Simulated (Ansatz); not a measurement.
**BF3: functionals against CCSD(T) at one geometry**

The atoms stand at a structure displaced at random from a GFN2-xTB minimum. How far do the functionals agree with CCSD(T) there?

Program: Ansatz 0.2.0, Gaussian basis. Level of theory: single points in def2-TZVPP. These are calculated values, not measurements.

Cores are frozen in the correlated methods.

## Step 1: Starting geometry

SMILES `FB(F)F`, 4 atoms, charge 0, spin multiplicity 1.

Atoms are counted from 1 here; the program's logs count them from 0.

Bond lengths: F1–B2 1.264 Å, B2–F3 1.167 Å, B2–F4 1.372 Å. Angles: F1–B2–F3 126.9°, F1–B2–F4 114.2°, F3–B2–F4 118.8°.

Geometry (Å):

```csv
atom,x (Å),y (Å),z (Å)
F1,0.5544,0.1311,1.1470
B2,0.0254,-0.1103,0.0250
F3,-0.2514,-1.1578,-0.4080
F4,-0.1835,1.0025,-0.7502
```

## Step 2: CCSD(T)/def2-TZVPP

run/in.yaml

```yaml
crystal:
  periodic: [false, false, false]
  atoms:
    - {symbol: F, position_ang: [0.554400, 0.131100, 1.147000]}
    - {symbol: B, position_ang: [0.025400, -0.110300, 0.025000]}
    - {symbol: F, position_ang: [-0.251400, -1.157800, -0.408000]}
    - {symbol: F, position_ang: [-0.183500, 1.002500, -0.750200]}
basis:
  gaussian: {orbitals: def2-TZVPP}
correlation: {method: ccsd_t}
output: {forces: true}
```

The command line of these runs was not kept.

## Step 3: PBE0-D4/def2-TZVPP

run/in.yaml, as its differences from that of step 2:

```diff
@@ -9,3 +9,3 @@
   gaussian: {orbitals: def2-TZVPP}
-correlation: {method: ccsd_t}
-output: {forces: true}
+hamiltonian: {xc: pbe0, dispersion: d4}
+output: {forces: true, orbitals: {seedname: orbitals}}
```

## Step 4: wB97M-V/def2-TZVPP

run/in.yaml, as its differences from that of step 3:

```diff
@@ -9,3 +9,3 @@
   gaussian: {orbitals: def2-TZVPP}
-hamiltonian: {xc: pbe0, dispersion: d4}
-output: {forces: true, orbitals: {seedname: orbitals}}
+hamiltonian: {xc: {name: wB97M-V}}
+output: {forces: true}
```

## Step 5: r2SCAN-D4/def2-TZVPP

run/in.yaml, as its differences from that of step 4:

```diff
@@ -9,3 +9,3 @@
   gaussian: {orbitals: def2-TZVPP}
-hamiltonian: {xc: {name: wB97M-V}}
+hamiltonian: {xc: r2scan, dispersion: d4}
 output: {forces: true}
```

## Step 6: PBE-D4/def2-TZVPP

run/in.yaml, as its differences from that of step 5:

```diff
@@ -9,3 +9,3 @@
   gaussian: {orbitals: def2-TZVPP}
-hamiltonian: {xc: r2scan, dispersion: d4}
+hamiltonian: {xc: pbe, dispersion: d4}
 output: {forces: true}
```

## Step 7: r2SCANh-D4/def2-TZVPP

run/in.yaml, as its differences from that of step 6:

```diff
@@ -9,3 +9,3 @@
   gaussian: {orbitals: def2-TZVPP}
-hamiltonian: {xc: pbe, dispersion: d4}
+hamiltonian: {xc: {name: r2SCANh}, dispersion: d4}
 output: {forces: true}
```

## Step 8: revPBE-D4/def2-TZVPP

run/in.yaml, as its differences from that of step 7:

```diff
@@ -9,3 +9,3 @@
   gaussian: {orbitals: def2-TZVPP}
-hamiltonian: {xc: {name: r2SCANh}, dispersion: d4}
+hamiltonian: {xc: {name: revPBE}, dispersion: d4}
 output: {forces: true}
```

(Steps that only read results are left out.)

**Question.** What will these runs give? Wanted: energy less free atoms, CCSD(T)/def2-TZVPP; RMS force component; RMS force error; HOMO and LUMO, PBE0-D4; T1 diagnostic.

**Answer**, as computed:

```
                                  quantity                                                                                                value
energy less free atoms, CCSD(T)/def2-TZVPP                                                                                           -19.023 eV
                       RMS force component                                                                 4.387 to 4.678 eV/Å over the methods
                           RMS force error  PBE0-D4 0.156, wB97M-V 0.087, r2SCAN-D4 0.104, PBE-D4 0.276, r2SCANh-D4 0.171, revPBE-D4 0.406 eV/Å
                    HOMO and LUMO, PBE0-D4                                                                                   -11.70 and 0.54 eV
                             T1 diagnostic                                                                                                0.011
```

**Reading.** Against CCSD(T) the functionals' energies less atoms differ by -1.005 to -0.176 eV, PBE-D4 by -1.005 eV. CCSD(T) in triple zeta still lacks some correlation energy of the bonds, so part of these gaps is its own basis error and they don't rank the functionals. For forces wB97M-V does best and revPBE-D4 worst. Frozen-core CCSD(T) forces in triple zeta carry basis errors of their own, and this is one geometry, so small gaps rank nothing.
